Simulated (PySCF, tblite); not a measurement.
**C₃H₇FO₃Si₂: geometry, infrared bands and NMR shifts**

Wanted: the infrared bands and NMR shifts of C₃H₇FO₃Si₂ (`O=C(O)[C@@H]1[Si@H](O)C[Si@H]1F`), by calculation.

Computed with tblite 0.8.0 and PySCF 2.14.0, with density-fitted response routines of our own, on a single molecule in the gas phase. Atoms count from 0, in the outputs and in this text.

**1. The starting structure**

16 atoms, charge 0, multiplicity 1; geometry from: force field or distance geometry start.

Bonds of the start (Å): O0–C1 1.24, C1–O2 1.35, C1–C3 1.52, C3–Si4 1.91, Si4–O5 1.64, Si4–C6 1.89, C6–Si7 1.88, Si7–F8 1.60, Si7–C3 1.88, O2–H9 0.97, C3–H10 1.08, Si4–H11 1.48, O5–H12 0.97, C6–H13 1.09, C6–H14 1.09, Si7–H15 1.48.

**2. Geometry optimisation with GFN2-xTB**

What the job is given:

```
{"job": {"kind": "relax", "xc": "GFN2-xTB", "basis": "xTB"}, "charge": 0, "multiplicity": 1}
O      2.167500    -0.112100     0.367000
C      1.529100     0.675200    -0.350100
O      2.238100     1.603400    -1.025400
C      0.029600     0.774400    -0.578600
Si    -1.008600     0.383400     0.971300
O     -0.295500     0.689600     2.418900
C     -1.026500    -1.439000     0.461400
Si    -0.689100    -0.812100    -1.280200
F     -2.065900    -0.524000    -2.042300
H      3.162500     1.449300    -0.783100
H     -0.285000     1.673300    -1.094000
H     -2.355900     0.999100     0.915100
H      0.565400     0.270100     2.598600
H     -1.974800    -1.956100     0.608300
H     -0.212400    -2.017100     0.894600
H      0.214000    -1.648500    -2.092900
```

Launch:

```
> OMP_NUM_THREADS=1 python probes_run.py task.json out
```

This one command runs all jobs of the session in turn.

**Question.** This job is followed by: GFN2-xTB harmonic vibrations, gas phase; GIAO PBE0/pcSseg-1 NMR shielding, non-relativistic, gas phase. Predict these results of the whole session: strongest single infrared mode (GFN2-xTB); zero-point energy (GFN2-xTB); 13C shifts against TMS (PBE0/pcSseg-1); 1H shifts against TMS (PBE0/pcSseg-1); 17O shifts against H2O (PBE0/pcSseg-1); 29Si shifts against TMS (PBE0/pcSseg-1); 19F shifts against CFCl3 (PBE0/pcSseg-1); surface potential, 1st and 99th percentile.

As calculated:

```
                                 quantity                                         value
strongest single infrared mode (GFN2-xTB)                         1296 cm⁻¹, 514 km/mol
             zero-point energy (GFN2-xTB)                                 63.1 kcal/mol
   13C shifts against TMS (PBE0/pcSseg-1)                         183.2, 38.6, 19.1 ppm
    1H shifts against TMS (PBE0/pcSseg-1)  6.04, 5.64, 5.53, 4.84, 2.86, 1.01, 0.99 ppm
   17O shifts against H2O (PBE0/pcSseg-1)                        399.8, 218.3, 33.9 ppm
  29Si shifts against TMS (PBE0/pcSseg-1)                               19.0, -24.3 ppm
 19F shifts against CFCl3 (PBE0/pcSseg-1)                                    -178.4 ppm
    surface potential, 1st and 99th percentile                            -1.33 V and 2.36 V
```

What this shows: Relaxing lowered the energy by 0.527 eV in 126 steps; the close pair that moved most is C1–C3, from 1.520 to 1.454 Å. All 42 modes are real, so the xTB geometry is a minimum. The strongest single mode, at 1296 cm⁻¹, moves mainly C1 and C3. Unscaled tight-binding wavenumbers are off by several per cent, some by more. Its intensities can rank the bands wrongly. The most deshielded carbon is C1 (carboxylic acid carbon), at 183.2 ppm: it is a carbonyl in resonance with an O or N lone pair, the region of acids, esters and amides. At PBE0/pcSseg-1: Shielding is most anisotropic at O0 (span 553 ppm, paramagnetic term -470 ppm).
